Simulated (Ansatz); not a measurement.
# Ta2N: the cost of one run

Method: DFT LDA, scalar-relativistic, plane waves, PAW, in Ansatz 0.2.0.

40 further runs of the same task are left out: 40 set aside as unsound or not needed.

### Step 1. The system as given

It takes space group P-31m (No. 162, trigonal). Conventional cell: a = 5.297 Å, b = 5.297 Å, c = 4.939 Å, α = 90.00°, β = 90.00°, γ = 120.00°. Ta (site symmetry m) is surrounded by 3 N at 2.15 to 2.16 Å. N (site symmetry 32) has 6 Ta at 2.16 Å as nearest neighbours. Around N (site symmetry -3m) lie 6 Ta at 2.15 Å.

Coordinates:

```cif
data_structure
_symmetry_space_group_name_H-M 'P 1'
_symmetry_Int_Tables_number 1
_cell_length_a 5.2966
_cell_length_b 5.2966
_cell_length_c 4.9392
_cell_angle_alpha 90.000
_cell_angle_beta 90.000
_cell_angle_gamma 120.000
_cell_volume 120.00
loop_
_atom_site_label
_atom_site_type_symbol
_atom_site_fract_x
_atom_site_fract_y
_atom_site_fract_z
_atom_site_occupancy
Ta1 Ta 0.66636 0.66636 0.75362 1
Ta2 Ta 0.00000 0.33364 0.75362 1
Ta3 Ta 0.33364 0.00000 0.75362 1
Ta4 Ta 0.33364 0.33364 0.24638 1
Ta5 Ta 0.00000 0.66636 0.24638 1
Ta6 Ta 0.66636 0.00000 0.24638 1
N1 N 0.66667 0.33333 0.50000 1
N2 N 0.33333 0.66667 0.50000 1
N3 N 0.00000 0.00000 0.00000 1
```

Source of the structure: the Materials Project (structure only).

### Step 6. The grid

Atoms count from 1 in the order of the input.

The energy is mapped over a free internal coordinate and the cell.

The axes are (1) shift of Ta1 along [1 1 0], its symmetry partners moved as symmetry demands (measured in the relaxed cell): 9 values from −0.250 Å; (2) c/a of the conventional cell at fixed volume: 9 values from 0.859 to 1.009.

Nothing else is relaxed (all other coordinates fixed). Energies count from the relaxed crystal. Points are written as (first, second).

(The set-up runs are not shown.)

### Step 7. Point (0.125 Å, 1.009)

Input file input.yaml:

```yaml
crystal:
  lattice:
    - [5.0963826899, 0.0, 0.0]
    - [-2.5481913449, 4.4135968768, 0.0]
    - [0.0, 0.0, 5.1407212193]
  atoms:
    - { symbol: Ta, position: [0.6908347477, 0.6908347477, 0.7526041962] }
    - { symbol: Ta, position: [0.0, 0.3091652523, 0.7526041962] }
    - { symbol: Ta, position: [0.3091652523, 0.0, 0.7526041962] }
    - { symbol: Ta, position: [0.3091652523, 0.3091652523, 0.2473958038] }
    - { symbol: Ta, position: [0.0, 0.6908347477, 0.2473958038] }
    - { symbol: Ta, position: [0.6908347477, 0.0, 0.2473958038] }
    - { symbol: "N", position: [0.6666666667, 0.3333333333, 0.5] }
    - { symbol: "N", position: [0.3333333333, 0.6666666667, 0.5] }
    - { symbol: "N", position: [0.0, 0.0, 0.0] }
basis:
  ecutwfc: 520.0
kpoints:
  mp_grid: { grid: [9, 9, 8] }
hamiltonian:
  xc: lda
  pseudopotentials: { kind: paw, azcp: { folder: soft_1 } }
scf:
  occupations: { method: gaussian, width: 0.15 }
output:
  forces: true
  stress: true
  eigenvalues: true
  write_density: true
  write_potential: true
  elf: true
  volumetric_format: npy
```

Started as:

```bash
> ansatz run input.yaml --threads 4 --pin off --max-ram 8192MiB --backend cpu --events-out ev --progress --plain --runs-dir out
```

Q: Estimate wall time and peak memory on 4 threads of AMD EPYC 7R43 (Zen 3), shared host.

About 12 s, with a peak of 0.86 GiB.
